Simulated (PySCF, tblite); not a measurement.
# C₆H₇BO₃: geometry, infrared bands and NMR shifts

What infrared bands and NMR shifts should C₆H₇BO₃ (`OB(O)c1ccccc1O`) show?

The runs use tblite 0.8.0 and PySCF 2.14.0, with density-fitted response routines of our own; the level of theory stands in each step. All values are computed, except where a source is named. Atoms are numbered from 0 throughout.

### 1 The molecule as given

17 atoms, charge 0, multiplicity 1; geometry from: force field or distance geometry start.

Bonds of the start (Å): O0–B1 1.48, B1–O2 1.48, B1–C3 1.55, C3–C4 1.40, C4–C5 1.38, C5–C6 1.38, C6–C7 1.38, C7–C8 1.38, C8–O9 1.39, C8–C3 1.36, O0–H10 1.00, O2–H11 0.98, C4–H12 1.09, C5–H13 1.08, C6–H14 1.08, C7–H15 1.10, O9–H16 1.01.

### 2 Geometry optimisation with GFN2-xTB

Job settings and geometry (Å):

```
{"job": {"kind": "relax", "xc": "GFN2-xTB", "basis": "xTB"}, "charge": 0, "multiplicity": 1}
O      2.822600    -0.780000     0.123600
B      1.901600     0.304000    -0.299500
O      2.426800     1.672900    -0.135600
C      0.387400     0.002100    -0.172300
C     -0.025400    -1.271500    -0.571800
C     -1.363500    -1.610300    -0.498500
C     -2.268800    -0.687300    -0.004400
C     -1.833700     0.558800     0.408900
C     -0.504100     0.904300     0.328100
O     -0.114900     2.175400     0.750900
H      2.324200    -1.514400     0.574000
H      3.283500     1.618600     0.329700
H      0.703500    -1.979000    -0.956600
H     -1.657300    -2.597200    -0.825900
H     -3.312000    -0.977400     0.054500
H     -2.582600     1.259300     0.802900
H     -0.194500     2.933800     0.082300
```

The run is started by

```console
> OMP_NUM_THREADS=1 python probes_run.py task.json out
```

This one command runs all jobs of the session in turn.

**Question.** This job is followed by: GFN2-xTB harmonic vibrations, gas phase; GIAO PBE0/pcSseg-1 NMR shielding, non-relativistic, gas phase. What will the session give for the following? strongest single infrared mode (GFN2-xTB); zero-point energy (GFN2-xTB); 13C shifts against TMS (PBE0/pcSseg-1); 1H shifts against TMS (PBE0/pcSseg-1, means over atoms taken as alike); 17O shifts against H2O (PBE0/pcSseg-1, means over atoms taken as alike); 11B shifts against BF3·OEt2 (PBE0/pcSseg-1); surface potential, 1st and 99th percentile.

**Answer**, as computed:

| quantity | value |
| --- | --- |
| strongest single infrared mode (GFN2-xTB) | 1275 cm⁻¹, 384 km/mol |
| zero-point energy (GFN2-xTB) | 78.2 kcal/mol |
| 13C shifts against TMS (PBE0/pcSseg-1) | 173.4, 140.0, 138.0, 122.4, 122.0, 115.1 ppm |
| 1H shifts against TMS (PBE0/pcSseg-1, means over atoms taken as alike) | 8.77, 7.69, 7.27, 7.18, 7.01, 4.86 ppm |
| 17O shifts against H2O (PBE0/pcSseg-1, means over atoms taken as alike) | 141.4, 107.5 ppm |
| 11B shifts against BF3·OEt2 (PBE0/pcSseg-1) | 26.2 ppm |
| surface potential, 1st and 99th percentile | -1.38 V and 2.55 V |

**Reading.** Relaxing lowered the energy by 1.512 eV in 110 steps; the close pair that moved most is O0–B1, from 1.484 to 1.358 Å. No mode is imaginary among the 45: a minimum at this level. The strongest single mode, at 1275 cm⁻¹, is spread over many atoms; the largest shares are those of B1, C3. Unscaled tight-binding wavenumbers are off by several per cent, some by more. Its intensities can rank the bands wrongly. NICS(1)zz of -25 ppm above the planar ring from C3 marks a diatropic (aromatic) ring current. By nearest atom (PBE0/pcSseg-1), the HOMO sits on C5 21 %; O9 20 % and the LUMO on C3, C6 about 17 % each; B1 15 %.
